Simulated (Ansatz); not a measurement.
# Ti4O3: a relaxation

Aim: relax the cell and atoms of Ti4O3.

Computed with Ansatz 0.2.0 (DFT r2SCAN, scalar-relativistic, plane waves, PAW, unless a step's input says otherwise).

**1. The structure to begin with**

The structure is tetragonal, space group I4/mmm (No. 139). Conventional cell: a = 4.269 Å, b = 4.269 Å, c = 8.212 Å, α = 90.00°, β = 90.00°, γ = 90.00°. Ti (site symmetry mmm) has 4 O at 2.05 to 2.13 Å in its first shell of neighbours. Ti (site symmetry 4mm) is surrounded by 5 O at 2.14 to 2.24 Å. Around O (site symmetry -4m2) lie 6 Ti at 2.05 to 2.14 Å. Around O (site symmetry 4/mmm) lie 6 Ti at 2.13 to 2.24 Å.

As a file:

```
Ti O
1.0
    -2.13449    2.13449    4.10608
     2.13449   -2.13449    4.10608
     2.13449    2.13449   -4.10608
Ti O
4 3
Direct
  0.00000 0.50000 0.50000
  0.27259 0.27259 0.00000
  0.50000 0.00000 0.50000
  0.72741 0.72741 0.00000
  0.75000 0.25000 0.50000
  0.00000 0.00000 0.00000
  0.25000 0.75000 0.50000
```

The structure comes from the Materials Project (structure only).

(A quick probe on a coarse mesh, which set the mesh and smearing, is not shown.)

**3. The relaxation**

Input file input.yaml:

```yaml
crystal:
  lattice:
    - [-2.13448648, 2.13448648, 4.10608314]
    - [2.13448648, -2.13448648, 4.10608314]
    - [2.13448648, 2.13448648, -4.10608314]
  atoms:
    - { symbol: Ti, position: [0.0, 0.5, 0.5] }
    - { symbol: Ti, position: [0.27258871, 0.27258871, 0.0] }
    - { symbol: Ti, position: [0.5, 0.0, 0.5] }
    - { symbol: Ti, position: [0.72741129, 0.72741129, 0.0] }
    - { symbol: O, position: [0.75, 0.25, 0.5] }
    - { symbol: O, position: [0.0, 0.0, 0.0] }
    - { symbol: O, position: [0.25, 0.75, 0.5] }
basis:
  ecutwfc: 500
kpoints:
  mp_grid: { grid: [12, 12, 12] }
hamiltonian:
  xc: r2scan
scf:
  occupations: { method: gaussian, width: 0.1 }
output:
  forces: true
  stress: true
  eigenvalues: true
relax:
  adjacent_minimum: "off"
  f_tol: 0.005
  max_steps: 80
  cell: { stress_tol: 0.05 }
```

Launch:

```
ansatz run input.yaml --threads 2 --pin off --max-ram 5120MiB --backend cpu --events-out ev --progress --plain --runs-dir out
```

Q: Predict the outcome of this session. Wanted: relaxed cell; volume; formation energy; gap on the mesh.

**Answer**, as computed:

| quantity | value |
| --- | --- |
| relaxed cell (conventional) | a = 4.258 Å, b = 4.258 Å, c = 8.203 Å, α = 90.00°, β = 90.00°, γ = 90.00° |
| space group (0.01 Å) | I4/mmm (No. 139) |
| volume | 10.62 Å³/atom |
| formation energy (elements from runs with the same settings, not shown) | -2.34 eV/atom |
| gap on the mesh | none (metal) |

In words: Relaxation lowered the volume by 0.6 %. A spin-polarised run here lost its starting moments, which speaks against magnetism, though one start doesn't rule it out.
